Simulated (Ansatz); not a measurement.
# wB97X/def2-SVP (core potential) run of CHClInNO (SMILES O=C=[N][InH][Cl])

Aim: the energy change on altering one bond length of CHClInNO at wB97X/def2-SVP (core potential), from 2 runs. 

The results are computed with Ansatz 0.2.0.

147 further runs of the same task are left out: 6 that didn't finish, 141 set aside as unsound or not needed. Runs told in other sessions of the task aren't counted.

**1. The molecule**

CHClInNO: 6 atoms, total charge 0, spin state singlet. As SMILES, `O=C=[N][InH][Cl]`. The shape is that of a PBE0-D4/def2-TZVP optimisation. This is one conformer, not always the lowest.

Bond lengths: O1–C2 1.166 Å, C2–N3 1.205 Å, N3–In4 2.019 Å, In4–Cl5 2.315 Å, In4–H6 1.687 Å. Angles: O1–C2–N3 176.3°, C2–N3–In4 136.4°, N3–In4–Cl5 111.3°, N3–In4–H6 123.4°, Cl5–In4–H6 125.3°.

**2. A single-point energy at wB97X/def2-SVP (core potential)**

Input file job.yaml:

```yaml
crystal:
  periodic: [false, false, false]
  atoms:
    - symbol: O
      position_ang: [1.628000, -2.320400, 0.058100]
    - symbol: C
      position_ang: [0.896600, -1.470900, 0.379300]
    - symbol: "N"
      position_ang: [0.136700, -0.626900, 0.782100]
    - symbol: In
      position_ang: [-0.744200, 1.027900, 0.031300]
    - symbol: Cl
      position_ang: [-0.127000, 1.382000, -2.172000]
    - symbol: H
      position_ang: [-1.790100, 2.008300, 0.921200]
basis:
  gaussian: {orbitals: def2-SVP}
magnetization: {spin_polarized: false, initial_magnetization: 0}
hamiltonian: {xc: {name: wB97X}}
accuracy: high
output: {orbitals: {seedname: orbitals}}
```

Started as:

```sh
$ ansatz run job.yaml --threads 1 --pin off --max-ram 3480MiB --events-out events.jsonl --progress --plain --runs-dir runs
```

Log:

```text
Warning: RAYON_NUM_THREADS=1 ignored (pool sized by the plan → 1); use --threads N
Functional definition: wB97X
  name "wB97X"
  parameter omega = 0.3/bohr
  parameter cx = 0.157706
  parameter cx1 = 0.726479
  parameter cx2 = 1.04760
  parameter cx3 = -5.70635
  parameter cx4 = 13.2794
  parameter css1 = -4.33879
  parameter css2 = 18.2308
  parameter css3 = -31.7430
  parameter css4 = 17.2901
  parameter cos1 = 2.37031
  parameter cos2 = -11.3995
  parameter cos3 = 6.58405
  parameter cos4 = -3.78132
  exchange = spin_sum(e_x_unif_sr(omega)*poly(b97_u_x, 1 - cx, cx1, cx2, cx3, cx4)) + cx*exact_x_sr(omega)
      + exact_x_lr(omega)
  correlation = spin_sum(e_c_pw_same_spin*poly(b97_u_same, 1, css1, css2, css3, css4))
      + integral(e_c_pw_opposite_spin*poly(b97_u_opposite, 1, cos1, cos2, cos3, cos4))
2019 factors; integrals over basis functions are off by at most 7.1e-9 eV
382 factors; integrals over basis functions are off by at most 1.8e-9 eV
mean field evaluation 1: about -22275.7498 eV, gradient 4.8e1 eV
mean field evaluation 2: about -22276.3312 eV, gradient 4.9e1 eV
mean field evaluation 4: about -22280.5698 eV, gradient 1.6e0 eV
mean field evaluation 8: about -22280.6765 eV, gradient 2.4e-1 eV
mean field evaluation 16: about -22280.6767 eV, gradient 8.0e-5 eV
mean field -22280.67668279 eV, -818.7997657075 hartree, gradient 2.1e-8 eV, S^2 0.000000; 0 other end points of the search recorded, 0 dependent functions left out
reference -22280.67667928 eV, -818.7997655785 hartree; 30, 30 occupied and 61, 61 virtual orbitals, 2019 factors
Total energy: -22280.67667928 eV, -818.7997655785 hartree
```

It took 36 s on 1 thread of Arm Neoverse V1, shared host; peak memory 0.58 GiB.

**3. The distorted shape at the same level**

Input file molecule.yaml:

```yaml
crystal:
  periodic: [false, false, false]
  atoms:
    - {symbol: O, position_ang: [1.941769, -2.614519, -0.208869]}
    - {symbol: C, position_ang: [1.210369, -1.765019, 0.112331]}
    - {symbol: "N", position_ang: [0.450469, -0.921019, 0.515131]}
    - {symbol: In, position_ang: [-0.430431, 0.733781, -0.235669]}
    - {symbol: Cl, position_ang: [0.186769, 1.087881, -2.438969]}
    - {symbol: H, position_ang: [-1.790100, 2.008300, 0.921200]}
basis:
  gaussian:
    orbitals: def2-SVP
hamiltonian:
  xc: {name: wB97X}
accuracy: high
output: {orbitals: {seedname: orbitals}}
```

Started as:

```sh
$ ansatz run molecule.yaml --threads 1 --pin off --max-ram 3480MiB --events-out events.jsonl --progress --plain --runs-dir runs
```

Log (excerpt; [...] marks lines left out):

```text
Warning: RAYON_NUM_THREADS=1 ignored (pool sized by the plan → 1); use --threads N
Functional definition: wB97X
  name "wB97X"
[...]
      + exact_x_lr(omega)
[...]
      + integral(e_c_pw_opposite_spin*poly(b97_u_opposite, 1, cos1, cos2, cos3, cos4))
2011 factors; integrals over basis functions are off by at most 7.7e-9 eV
390 factors; integrals over basis functions are off by at most 2.1e-9 eV
[...]
mean field -22279.69124148 eV, -818.7635514073 hartree, gradient 5.7e-8 eV, S^2 0.000000; 0 other end points of the search recorded, 0 dependent functions left out
reference -22279.69123798 eV, -818.7635512786 hartree; 30, 30 occupied and 61, 61 virtual orbitals, 2011 factors
Total energy: -22279.69123798 eV, -818.7635512786 hartree
```

Run time: 37 s. Hardware: 1 thread of Arm Neoverse V1, shared host; peak memory 0.58 GiB.

**4. Summary of results**

At wB97X/def2-SVP (core potential):

| quantity | value |
| --- | --- |
| first shape: total energy | -818.79977 Eh |
| first shape: HOMO energy | -10.73 eV |
| first shape: LUMO energy | -0.13 eV |
| first shape: HOMO–LUMO gap | 10.60 eV |
| distorted shape: total energy | -818.76355 Eh |
| distorted shape: HOMO energy | -10.88 eV |
| distorted shape: LUMO energy | -0.79 eV |
| distorted shape: HOMO–LUMO gap | 10.09 eV |
| energy change with the In4–H6 bond stretched from 1.687 to 2.194 Å | 0.985 eV |

What this shows: With the In4–H6 bond stretched from 1.687 to 2.194 Å the energy rises by 0.99 eV (95.1 kJ/mol). The first shape isn't relaxed at this level, so the change isn't measured from a minimum.
